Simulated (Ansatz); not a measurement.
Here is an Ansatz input file for TiNb₃Al₂C₂, space group P3m1. Write the same calculation for the Python package.

```yaml
crystal:
  lattice:
    - [3.118108, 0.0, 0.0]
    - [-1.559054, 2.700361, 0.0]
    - [0.0, 0.0, 13.860745]
  atoms:
    - { symbol: Ti, position: [0.0, 0.0, 0.41481] }
    - { symbol: Al, position: [0.0, 0.0, 0.749751] }
    - { symbol: Al, position: [0.6666666666666666, 0.3333333333333333, 0.251563] }
    - { symbol: Nb, position: [0.6666666666666666, 0.3333333333333333, 0.587891] }
    - { symbol: Nb, position: [0.6666666666666666, 0.3333333333333333, 0.910512] }
    - { symbol: Nb, position: [0.0, 0.0, 0.08966] }
    - { symbol: C, position: [0.3333333333333333, 0.6666666666666666, 0.495662] }
    - { symbol: C, position: [0.3333333333333333, 0.6666666666666666, 0.000152] }
accuracy: medium
kpoints:
  mp_grid:
    kspacing: 0.23
hamiltonian:
  xc: pbesol
scf:
  n_extra_bands: 22
  occupations:
    method: fermi_dirac
output:
  dos:
    de: 0.1
    method:
      smearing:
        sigma: 0.15
    projected: true
```

The script, `run_pdos.py`:
```python
'''Projected density of states of TiNb3Al2C2.'''

from dataclasses import dataclass
import warnings

import ansatz as az
import numpy as np


@dataclass
class RunConfig:
    k_spacing: float = 0.23
    smearing: str = 'fermi_dirac'
    extra_bands: int = 22


opts = RunConfig()

warnings.simplefilter('ignore', az.DeckWarning)

crystal = (
    az.Lattice.of((3.118108, 0.0, 0.0), (-1.559054, 2.700361, 0.0), (0.0, 0.0, 13.860745))
    .atom('Ti', (0.0, 0.0, 0.41481))
    .atom('Al', (0.0, 0.0, 0.749751))
    .atom('Al', (2 / 3, 1 / 3, 0.251563))
    .atom('Nb', (2 / 3, 1 / 3, 0.587891))
    .atom('Nb', (2 / 3, 1 / 3, 0.910512))
    .atom('Nb', (0.0, 0.0, 0.08966))
    .atom('C', (1 / 3, 2 / 3, 0.495662))
    .atom('C', (1 / 3, 2 / 3, 0.000152))
)

calculation = crystal.calculation()
calculation = calculation.functional(az.Functional.PBESOL)
calculation = calculation.accuracy('medium')
calculation = calculation.kpoints(spacing=opts.k_spacing).occupations(opts.smearing)
calculation = calculation.scf(extra_bands=opts.extra_bands)
calculation = calculation.density_of_states(projected=True, method='smearing', broadening_width=0.15, energy_step=0.1)
session = calculation.session()
planned = session.plan(threads=1)
result = planned.execute()
data = result.report

dos = result.density_of_states()
energy = np.asarray(dos.energies_ev) - dos.fermi_ev
curves = {}
for site in result.projected_density_of_states().sites:
    for shell in site.shells:
        weight = sum(np.sum(curve.g_bin_mean_per_ev, axis=0) for curve in shell.curves)
        name = f'{site.species} {shell.label}'
        curves[name] = curves.get(name, 0) + weight

print('E-EF   ' + ' '.join(f'{name:>8s}' for name in curves))
for e in np.arange(-10, 4 + 0.1, 1.0):
    print(f'{e:5.1f}  ' + ' '.join(f'{np.interp(e, energy, g):8.3f}' for g in curves.values()))
```

Running `python run_pdos.py` prints:
```text
E-EF      Ti 3S    Ti 4S    Ti 3P    Ti 3D    Al 3S    Al 3P    Nb 4S    Nb 5S    Nb 4P    Nb 4D     C 2S     C 2P
-10.0     0.000    0.002    0.003    0.031    0.000    0.001    0.000    0.002    0.005    0.055    0.170    0.000
 -9.0     0.000    0.000    0.000    0.000    0.000    0.000    0.000    0.000    0.000    0.000    0.000    0.000
 -8.0     0.001    0.011    0.000    0.000    0.081    0.009    0.003    0.048    0.002    0.002    0.002    0.008
 -7.0     0.003    0.025    0.002    0.012    0.418    0.294    0.018    0.161    0.015    0.160    0.024    0.037
 -6.0     0.007    0.039    0.002    0.032    0.270    0.334    0.068    0.234    0.027    0.731    0.007    0.574
 -5.0     0.031    0.120    0.011    0.175    0.281    0.355    0.060    0.221    0.060    1.392    0.022    1.444
 -4.0     0.006    0.030    0.017    0.316    0.340    0.321    0.019    0.107    0.084    1.807    0.034    2.222
 -3.0     0.001    0.003    0.014    0.659    0.247    0.161    0.003    0.019    0.030    1.662    0.018    1.562
 -2.0     0.010    0.055    0.013    0.911    0.205    1.964    0.024    0.170    0.087    3.200    0.099    0.448
 -1.0     0.002    0.043    0.009    0.951    0.106    1.007    0.006    0.071    0.024    2.378    0.044    0.162
  0.0     0.001    0.006    0.001    0.716    0.009    0.208    0.001    0.017    0.004    1.675    0.005    0.091
  1.0     0.001    0.014    0.002    1.306    0.112    0.346    0.002    0.055    0.007    2.873    0.014    0.233
  2.0     0.001    0.021    0.001    1.427    0.166    0.357    0.005    0.069    0.009    3.383    0.041    0.432
  3.0     0.001    0.038    0.001    1.076    0.066    0.703    0.002    0.043    0.007    2.755    0.061    0.537
  4.0     0.002    0.050    0.001    0.738    0.536    0.870    0.005    0.119    0.004    1.691    0.065    0.509
```

Caveats:
- The settings weren't tested for convergence.
- The run is spin-unpolarised.
- For a metal this k-point mesh is coarse: on a finer one energies can move by several to tens of meV an atom and pressures by half a GPa or more, differences at one mesh by less.
- This cell is a computed structure, which may not be the phase found in nature.
- Curves are summed over the cell's atoms. Only shells that the potentials hold have channels, so projections don't add up to the total, least of all where a shell is missing (p of most metals); heights and places of peaks move with the mesh.
- The computed bands are complete only to about 8.3 eV above the Fermi level; beyond that the density of states is undercounted.
- Run time: 18 s on 1 thread of Arm Neoverse V2 (shared host), peak memory 0.51 GiB.

(Lines on the test bed's own set-up are left out of the output.)
